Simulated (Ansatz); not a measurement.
# SiGeH6 (singlet): the correlation ladder at distance Ge1–H5 along a hydrogen transfer = 2.156 Å, cc-pVDZ

How much of the correlation energy of SiGeH6 (singlet) does each wave-function method recover here?

Program: Ansatz 0.2.0, Gaussian basis. Level of theory: cc-pVDZ, core rule «outside noble gas», up to 19 orbitals frozen. These are calculated values, not measurements.

The runs, in order: UHF; CCSD(T) on RHF; CCSD(T) on UHF; BCCD(T) on RHF; CISD; CCSDT(Q) on RHF; CASSCF and NEVPT2, 2 electrons in 2 orbitals; CASSCF and NEVPT2, 8 electrons in 8 orbitals.

8 further runs of the same task are left out: 6 that didn't finish, 2 set aside as unsound or not needed.

## Step 1: What is computed

The geometry derives from fragments relaxed apart (PBE0/def2-TZVP) and kept rigid, so it is no stationary point. A hydrogen atom is moved between rigid fragments. No spin-orbit coupling is included. The filled d shell of Ge may be among the frozen orbitals whatever the setting's name suggests; the logs give the count.

8 atoms, charge 0, spin multiplicity 1.

Atoms are counted from 1 here; the program's logs count them from 0.

Bond lengths: Ge1–H2 1.534 Å, Ge1–H3 1.534 Å, Ge1–H4 1.534 Å, H5–Si6 1.688 Å, Si6–H7 1.526 Å, Si6–H8 1.526 Å. Angles: H2–Ge1–H3 109.5°, H2–Ge1–H4 109.5°, H3–Ge1–H4 109.5°, H5–Si6–H7 113.7°, H5–Si6–H8 113.7°, H7–Si6–H8 91.2°.

In the tables R marks a restricted determinant and U an unrestricted one; 'frontier' is the active space of 8 electrons in 8 orbitals; 'pair' is the active space of 2 electrons in 2 orbitals; energies count from the table's Hartree-Fock row.

## Step 2: UHF

The input, in.yaml:

```yaml
crystal:
  periodic: [false, false, false]
  atoms:
    - {symbol: Ge, position_ang: [-1.101123, 0.016507, 0.000000]}
    - {symbol: H, position_ang: [-1.612573, 1.463106, 0.000001]}
    - {symbol: H, position_ang: [-1.612573, -0.706793, 1.252791]}
    - {symbol: H, position_ang: [-1.612573, -0.706793, -1.252792]}
    - {symbol: H, position_ang: [1.054877, 0.016507, 0.000000]}
    - {symbol: Si, position_ang: [2.742877, 0.016507, 0.000000]}
    - {symbol: H, position_ang: [3.355057, -0.857778, 1.090012]}
    - {symbol: H, position_ang: [3.355057, -0.857777, -1.090013]}
basis:
  gaussian: {orbitals: cc-pVDZ}
magnetization: {spin_polarized: true, initial_magnetization: 0}
hamiltonian: {xc: hf}
output: {orbitals: {seedname: orbitals}}
```

The run is started by

```
$ ansatz run in.yaml --threads 1 --pin off --events-out ev --progress --plain --max-ram 2393MiB
```

Standard output:

```text
Functional definition: HF
  name "HF"
  cite "Fock, Z. Phys. 61, 126 (1930) doi:10.1007/BF01340294"
  parent pbe
  exchange = exact_x
  correlation = 0
767 factors; integrals over basis functions are off by at most 1.3e-3 eV
mean field evaluation 1: about -64424.7055 eV, gradient 8.8e0 eV
mean field evaluation 2: about -64424.7088 eV, gradient 8.8e0 eV
mean field evaluation 4: about -64425.6397 eV, gradient 1.2e0 eV
mean field evaluation 8: about -64425.6569 eV, gradient 1.5e-3 eV
mean field evaluation 16: about -64426.5078 eV, gradient 8.6e-3 eV
mean field evaluation 32: about -64424.8119 eV, gradient 2.6e0 eV
mean field -64426.50780183 eV, -2367.6304918619 hartree, gradient 1.7e-5 eV, S^2 0.885157; 2 other end points of the search recorded, 0 dependent functions left out
reference -64426.50780183 eV, -2367.6304918619 hartree; 26, 26 occupied and 49, 49 virtual orbitals, 767 factors
Total energy: -64426.50780183 eV, -2367.6304918619 hartree
```

Run time: 4 s. Hardware: 1 thread of Intel Xeon Platinum 8375C at 2.90GHz, shared host.

From the report: ⟨S²⟩ of the determinant 0.885 (pure singlet: 0.00). The determinant is far from a pure spin state, so its energy mixes those of several spin states (harmless only where they are near-degenerate, as at dissociation).

The unrestricted solution breaks the spin symmetry, so the restricted determinant is unstable here.

## Step 3: CCSD(T) on RHF

Edit in.yaml of step 2 so:

```diff
@@ -13,4 +13,3 @@
   gaussian: {orbitals: cc-pVDZ}
-magnetization: {spin_polarized: true, initial_magnetization: 0}
-hamiltonian: {xc: hf}
-output: {orbitals: {seedname: orbitals}}
+magnetization: {spin_polarized: false}
+correlation: {method: ccsd_t, electrons: outside_noble_gas}
```

Same command.

Standard output, shortened:

```text
Functional definition: HF
  name "HF"
  cite "Fock, Z. Phys. 61, 126 (1930) doi:10.1007/BF01340294"
  parent pbe
[...]
767 factors; integrals over basis functions are off by at most 1.3e-3 eV
[...]
mean field -64425.65689342 eV, -2367.5992215545 hartree, gradient 1.5e-6 eV, S^2 0.000000; 0 other end points of the search recorded, 0 dependent functions left out; unrestricted orbitals would lower it
19 core orbitals not correlated: weight in the atoms' cores, before any rotation towards them, 1.000 or more for the frozen orbitals, at most 0.000 for the correlated occupied ones
reference -64425.65689342 eV, -2367.5992215545 hartree; 7, 7 occupied and 49, 49 virtual orbitals, 767 factors
second order -6.07472532 eV of doubles, -0.00000000 eV of singles
cycle   1  -7.12446225 eV  change    -1.0e0 eV  update   1.0e-1
[...]
cycle  12  -7.65643655 eV  change   -2.8e-6 eV  update   8.4e-6
perturbative correction -0.29626841 eV, -0.0108876631 hartree
Total energy: -64433.60959837 eV, -2367.8914780709 hartree
```

It took 2.6 s on 1 thread of Intel Xeon Platinum 8375C at 2.90GHz, shared host.

From the report: correlation -7.9527 eV; T1 0.029; largest double amplitude 0.26.

## Step 4: CCSD(T) on UHF

Edit in.yaml of step 3 so:

```diff
@@ -13,3 +13,3 @@
   gaussian: {orbitals: cc-pVDZ}
-magnetization: {spin_polarized: false}
+magnetization: {spin_polarized: true, initial_magnetization: 0}
 correlation: {method: ccsd_t, electrons: outside_noble_gas}
```

Launched as before.

Standard output, shortened:

```text
Functional definition: HF
  name "HF"
  cite "Fock, Z. Phys. 61, 126 (1930) doi:10.1007/BF01340294"
  parent pbe
[...]
767 factors; integrals over basis functions are off by at most 1.3e-3 eV
[...]
mean field -64426.50780183 eV, -2367.6304918619 hartree, gradient 1.2e-6 eV, S^2 0.885157; 7 other end points of the search recorded, 0 dependent functions left out
determinant -64426.50780183 eV, -2367.6304918619 hartree, with singles and doubles -64433.31574472 eV, -2367.8806791484 hartree
determinant -64424.45178881 eV, -2367.5549347768 hartree, with singles and doubles -64432.22705700 eV, -2367.8406706126 hartree
determinant -64425.65689342 eV, -2367.5992215545 hartree, with singles and doubles -64433.31319499 eV, -2367.8805854477 hartree
determinant -64426.50780183 eV, -2367.6304918619 hartree, with singles and doubles -64433.33823561 eV, -2367.8815056733 hartree
determinant -64425.65689342 eV, -2367.5992215545 hartree, with singles and doubles -64433.31332631 eV, -2367.8805902734 hartree
19 core orbitals not correlated: weight in the atoms' cores, before any rotation towards them, 0.999 or more for the frozen orbitals, at most 0.000 for the correlated occupied ones
reference -64426.50780183 eV, -2367.6304918619 hartree; 7, 7 occupied and 49, 49 virtual orbitals, 767 factors
second order -5.30794444 eV of doubles, -0.00000000 eV of singles
cycle   1  -6.83043241 eV  change    1.4e-6 eV  update   3.3e-6
perturbative correction -0.18333688 eV, -0.0067375061 hartree
Total energy: -64433.52157112 eV, -2367.8882431292 hartree
```

Run time: 19 s. Hardware: 1 thread of Intel Xeon Platinum 8375C at 2.90GHz, shared host; peak memory 0.26 GiB.

From the report: ⟨S²⟩ of the determinant 0.885 (pure singlet: 0.00); correlation -7.0138 eV; T1 0.038; largest double amplitude 0.12. The determinant is far from a pure spin state, so its energy mixes those of several spin states (harmless only where they are near-degenerate, as at dissociation).

## Step 5: BCCD(T) on RHF

Edit in.yaml of step 4 so:

```diff
@@ -13,3 +13,3 @@
   gaussian: {orbitals: cc-pVDZ}
-magnetization: {spin_polarized: true, initial_magnetization: 0}
-correlation: {method: ccsd_t, electrons: outside_noble_gas}
+magnetization: {spin_polarized: false}
+correlation: {method: bccd_t, electrons: outside_noble_gas}
```

Same command.

Standard output, shortened:

```text
Functional definition: HF
  name "HF"
  cite "Fock, Z. Phys. 61, 126 (1930) doi:10.1007/BF01340294"
  parent pbe
[...]
767 factors; integrals over basis functions are off by at most 1.3e-3 eV
[...]
mean field -64425.65689342 eV, -2367.5992215545 hartree, gradient 1.5e-6 eV, S^2 0.000000; 0 other end points of the search recorded, 0 dependent functions left out; unrestricted orbitals would lower it
19 core orbitals not correlated: weight in the atoms' cores, before any rotation towards them, 1.000 or more for the frozen orbitals, at most 0.000 for the correlated occupied ones
reference -64425.65689342 eV, -2367.5992215545 hartree; 7, 7 occupied and 49, 49 virtual orbitals, 767 factors
second order -6.07472532 eV of doubles, -0.00000000 eV of singles
cycle   1  -7.14904878 eV  change    -1.1e0 eV  update   1.0e-1
[...]
cycle  12  -7.64199215 eV  change   -7.9e-6 eV  update   1.1e-5
perturbative correction -0.30931915 eV, -0.0113672691 hartree
Total energy: -64433.60820472 eV, -2367.8914268553 hartree
```

Run time: 3.4 s. Hardware: 1 thread of Intel Xeon Platinum 8375C at 2.90GHz, shared host.

From the report: correlation -7.9513 eV; largest double amplitude 0.26.

## Step 6: CISD

Edit in.yaml of step 5 so:

```diff
@@ -13,3 +13,2 @@
   gaussian: {orbitals: cc-pVDZ}
-magnetization: {spin_polarized: false}
-correlation: {method: bccd_t, electrons: outside_noble_gas}
+correlation: {active_space: {ras: {orbitals: [7, 0, 49], electrons: 14, max_holes: 2, max_particles: 2}, fixed_orbitals: true}}
```

The command is unchanged.

Standard output:

```text
Functional definition: HF
  name "HF"
  cite "Fock, Z. Phys. 61, 126 (1930) doi:10.1007/BF01340294"
  parent pbe
  exchange = exact_x
  correlation = 0
767 factors; integrals over basis functions are off by at most 1.3e-3 eV
mean field evaluation 1: about -64424.7055 eV, gradient 1.2e1 eV
mean field evaluation 2: about -64424.7088 eV, gradient 1.2e1 eV
mean field evaluation 4: about -64425.6399 eV, gradient 1.7e0 eV
mean field evaluation 8: about -64425.6569 eV, gradient 9.8e-4 eV
mean field -64425.65689342 eV, -2367.5992215545 hartree, gradient 1.5e-6 eV, S^2 0.000000; 0 other end points of the search recorded, 0 dependent functions left out
reference -64425.65689342 eV, -2367.5992215545 hartree; 26, 26 occupied and 49, 49 virtual orbitals, 767 factors
state -64432.36631529 eV, -2367.8457882604 hartree
Total energy: -64432.36631529 eV, -2367.8457882604 hartree
```

Wall time 5 s (1 thread of Intel Xeon Platinum 8375C at 2.90GHz, shared host).

From the report: 84,724 determinants.

## Step 7: CCSDT(Q) on RHF

Edit in.yaml of step 6 so:

```diff
@@ -13,2 +13,3 @@
   gaussian: {orbitals: cc-pVDZ}
-correlation: {active_space: {ras: {orbitals: [7, 0, 49], electrons: 14, max_holes: 2, max_particles: 2}, fixed_orbitals: true}}
+magnetization: {spin_polarized: false}
+correlation: {method: ccsdt_q, electrons: outside_noble_gas}
```

Same command.

Standard output, shortened:

```text
Functional definition: HF
  name "HF"
  cite "Fock, Z. Phys. 61, 126 (1930) doi:10.1007/BF01340294"
  parent pbe
[...]
1487 factors; integrals over basis functions are off by at most 2.3e-7 eV
[...]
mean field -64425.65701878 eV, -2367.5992261616 hartree, gradient 1.3e-6 eV, S^2 0.000000; 0 other end points of the search recorded, 0 dependent functions left out; unrestricted orbitals would lower it
19 core orbitals not correlated: weight in the atoms' cores, before any rotation towards them, 1.000 or more for the frozen orbitals, at most 0.000 for the correlated occupied ones
reference -64425.65701878 eV, -2367.5992261616 hartree; 7, 7 occupied and 49, 49 virtual orbitals, 1487 factors
second order -6.07480947 eV of doubles, -0.00000000 eV of singles
cycle   1  -7.12446623 eV  change    -1.0e0 eV  update   1.1e-1
[...]
cycle  17  -8.02231305 eV  change   -4.6e-7 eV  update   1.0e-6
perturbative correction -0.02389642 eV, -0.0008781771 hartree
Total energy: -64433.70322825 eV, -2367.8949189054 hartree
```

Run time: 46 s. Hardware: 1 thread of Intel Xeon Platinum 8375C at 2.90GHz, shared host; peak memory 0.63 GiB.

From the report: correlation -8.0462 eV; T1 0.034; largest double amplitude 0.35.

## Step 8: CASSCF and NEVPT2, 2 electrons in 2 orbitals

Edit in.yaml of step 7 so:

```diff
@@ -13,3 +13,2 @@
   gaussian: {orbitals: cc-pVDZ}
-magnetization: {spin_polarized: false}
-correlation: {method: ccsdt_q, electrons: outside_noble_gas}
+correlation: {method: sc_nevpt2, electrons: outside_noble_gas, active_space: {window: {electrons: 2, orbitals: 2}}}
```

Launched as before.

Standard output:

```text
Functional definition: HF
  name "HF"
  cite "Fock, Z. Phys. 61, 126 (1930) doi:10.1007/BF01340294"
  parent pbe
  exchange = exact_x
  correlation = 0
767 factors; integrals over basis functions are off by at most 1.3e-3 eV
mean field evaluation 1: about -64424.7055 eV, gradient 1.2e1 eV
mean field evaluation 2: about -64424.7088 eV, gradient 1.2e1 eV
mean field evaluation 4: about -64425.6399 eV, gradient 1.7e0 eV
mean field evaluation 8: about -64425.6569 eV, gradient 9.8e-4 eV
mean field -64425.65689342 eV, -2367.5992215545 hartree, gradient 1.5e-6 eV, S^2 0.000000; 0 other end points of the search recorded, 0 dependent functions left out; unrestricted orbitals would lower it
reference -64425.65689342 eV, -2367.5992215545 hartree; 26, 26 occupied and 49, 49 virtual orbitals, 767 factors
state -64426.65817855 eV, -2367.6360181043 hartree
state -64426.65817855 eV, -2367.6360181043 hartree; corrected -64432.09424425 eV, -2367.8357898343 hartree
Total energy: -64432.09424425 eV, -2367.8357898343 hartree
```

Wall time 3.2 s (1 thread of Intel Xeon Platinum 8375C at 2.90GHz, shared host).

From the report: 4 determinants; active occupations 1.68, 0.32.

## Step 9: CASSCF and NEVPT2, 8 electrons in 8 orbitals

Edit in.yaml of step 8 so:

```diff
@@ -13,2 +13,2 @@
   gaussian: {orbitals: cc-pVDZ}
-correlation: {method: sc_nevpt2, electrons: outside_noble_gas, active_space: {window: {electrons: 2, orbitals: 2}}}
+correlation: {method: sc_nevpt2, electrons: outside_noble_gas, active_space: {window: {electrons: 8, orbitals: 8}}}
```

Launched as before.

Standard output, shortened:

```text
Functional definition: HF
  name "HF"
  cite "Fock, Z. Phys. 61, 126 (1930) doi:10.1007/BF01340294"
  parent pbe
[...]
767 factors; integrals over basis functions are off by at most 1.3e-3 eV
[...]
mean field -64425.65689342 eV, -2367.5992215545 hartree, gradient 1.5e-6 eV, S^2 0.000000; 0 other end points of the search recorded, 0 dependent functions left out; unrestricted orbitals would lower it
reference -64425.65689342 eV, -2367.5992215545 hartree; 26, 26 occupied and 49, 49 virtual orbitals, 767 factors
state -64427.95395011 eV, -2367.6836368310 hartree
state -64427.95395011 eV, -2367.6836368310 hartree; corrected -64432.12510593 eV, -2367.8369239798 hartree
state -64427.95056650 eV, -2367.6835124856 hartree
state -64427.95056650 eV, -2367.6835124856 hartree; corrected -64432.12246177 eV, -2367.8368268088 hartree
state -64427.95395011 eV, -2367.6836368310 hartree; corrected -64432.12510593 eV, -2367.8369239798 hartree
Total energy: -64432.12510593 eV, -2367.8369239798 hartree
```

Wall time 19 s (1 thread of Intel Xeon Platinum 8375C at 2.90GHz, shared host).

From the report: 4,900 determinants; active occupations 1.98, 1.98, 1.97, 1.69, 0.31, 0.03, 0.02, 0.02.

## Step 10: All levels against the top one

No level here is safe as a reference; RCCSDT(Q) serves as a yardstick only. Rows without a time come out of other runs: HF, MP2 and CCSD of CCSD(T), CCSDT of CCSDT(Q), CASSCF and MRCISD of the multireference runs.

Differences are taken before rounding.

| method | energy from the lowest RHF (meV) | from RCCSDT(Q) (meV) | time |
| --- | --- | --- | --- |
| RHF | 0.0 | +8046.3 |  |
| UHF | -850.9 | +7195.4 |  |
| RMP2 | -6074.7 | +1971.6 |  |
| UMP2 | -6158.9 | +1887.5 |  |
| CISD | -6709.4 | +1336.9 | 5 s |
| RCCSD | -7656.4 | +389.9 |  |
| UCCSD | -7681.3 | +365.0 |  |
| RCCSD(T) | -7952.7 | +93.6 | 2.6 s |
| UCCSD(T) | -7864.7 | +181.7 | 19 s |
| BCCD(T) | -7951.3 | +95.0 | 3.4 s |
| RCCSDT | -8022.4 | +23.9 |  |
| RCCSDT(Q) | -8046.3 | 0 | 46 s |
| CASSCF pair | -1001.3 | +7045.0 |  |
| NEVPT2 pair | -6437.4 | +1609.0 | 3.2 s |
| CASSCF frontier | -2297.1 | +5749.3 |  |
| NEVPT2 frontier | -6468.2 | +1578.1 | 19 s |

Among the levels timed on like hardware and quicker than the yardstick, those that no quicker one beats, quickest first: RCCSD(T) (2.6 s, +93.6 meV).

## Step 11: Summary of results

```
                      quantity        value
RCCSDT(Q) below the RHF energy   -8.0463 eV
           RMP2 from RCCSDT(Q)  +1971.6 meV
           UMP2 from RCCSDT(Q)  +1887.5 meV
          RCCSD from RCCSDT(Q)   +389.9 meV
       RCCSD(T) from RCCSDT(Q)    +93.6 meV
       UCCSD(T) from RCCSDT(Q)   +181.7 meV
    NEVPT2 pair from RCCSDT(Q)  +1609.0 meV
NEVPT2 frontier from RCCSDT(Q)  +1578.1 meV
                 T1 diagnostic        0.029
```

**Reading.** RCCSD(T) lands +93.6 meV from the yardstick (1.2 % of the correlation energy). CCSD(T) misses by +93.6 meV on the restricted determinant and by +181.7 meV on the unrestricted one; the two need not hold the same state or core. Warnings: restricted reference is unstable; spin contamination; large T1 diagnostic.
